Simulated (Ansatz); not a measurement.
**CHCl2I: basis-set convergence**

The task here is to estimate one member of a computed series from the others.

Computed with Ansatz 0.2.0, Gaussian basis. Level: one geometry, several basis sets.

Levels to be run: PBE0-D4/def2-SVP; ωB97M-V/def2-SVP; PBE0-D4/def2-QZVPP; ωB97M-V/def2-QZVPP; the functionals' def2-TZVPP values are taken from earlier runs.

## The relaxed structure

An earlier PBE0-D4 in a triple-zeta def2 set relaxation fixed the geometry. I takes the def2 core potential; no spin-orbit term is included.

5 atoms, charge 0, spin multiplicity 1.

Atoms are counted from 1 here; the program's logs count them from 0.

Bond lengths: Cl1–C2 1.753 Å, C2–Cl3 1.753 Å, C2–I4 2.146 Å, C2–H5 1.084 Å. Angles: Cl1–C2–Cl3 111.6°, Cl1–C2–I4 111.6°, Cl1–C2–H5 108.1°, Cl3–C2–I4 111.6°, Cl3–C2–H5 108.1°, I4–C2–H5 105.5°.

Geometry (Å):

```
Cl   -0.47742   -0.00724    1.68598
C     0.12383    0.05862    0.04038
Cl    1.19701   -1.28284   -0.30978
I    -1.47917    0.17955   -1.38181
H     0.68554    0.97832   -0.07617
```

The first run:

The input, in.yaml:

```yaml
crystal:
  periodic: [false, false, false]
  atoms:
    - {symbol: Cl, position_ang: [-0.477421, -0.007243, 1.685984]}
    - {symbol: C, position_ang: [0.123829, 0.058617, 0.040382]}
    - {symbol: Cl, position_ang: [1.197013, -1.282841, -0.309779]}
    - {symbol: I, position_ang: [-1.479166, 0.179547, -1.381814]}
    - {symbol: H, position_ang: [0.685545, 0.978320, -0.076173]}
basis:
  gaussian: {orbitals: def2-SVP}
hamiltonian: {xc: pbe0, dispersion: d4}
output: {orbitals: {seedname: orbitals}}
```

Steps of the session up to this table: PBE0-D4 in def2-SVP; ωB97M-V in def2-SVP; PBE0-D4 in def2-QZVPP; ωB97M-V in def2-QZVPP.

One of the session's tables, all rows but one given; the rest of the session is left out.

It belongs to the step «Density functionals: the series». 

| functional | basis | HOMO (eV) | LUMO (eV) |
| --- | --- | --- | --- |
| PBE0-D4 | def2-SVP | -7.68 | -1.78 |
| PBE0-D4 | def2-TZVPP | ? | ? |
| PBE0-D4 | def2-QZVPP | -7.81 | -2.05 |
| ωB97M-V | def2-SVP | -9.82 | 0.35 |
| ωB97M-V | def2-TZVPP | -9.95 | 0.06 |
| ωB97M-V | def2-QZVPP | -9.99 | -0.07 |

Estimate the missing values for PBE0-D4, def2-TZVPP.

As computed: HOMO (eV): -7.78; LUMO (eV): -1.97. In the column «HOMO (eV)» it lies between PBE0-D4, def2-QZVPP (-7.81) and PBE0-D4, def2-SVP (-7.68).
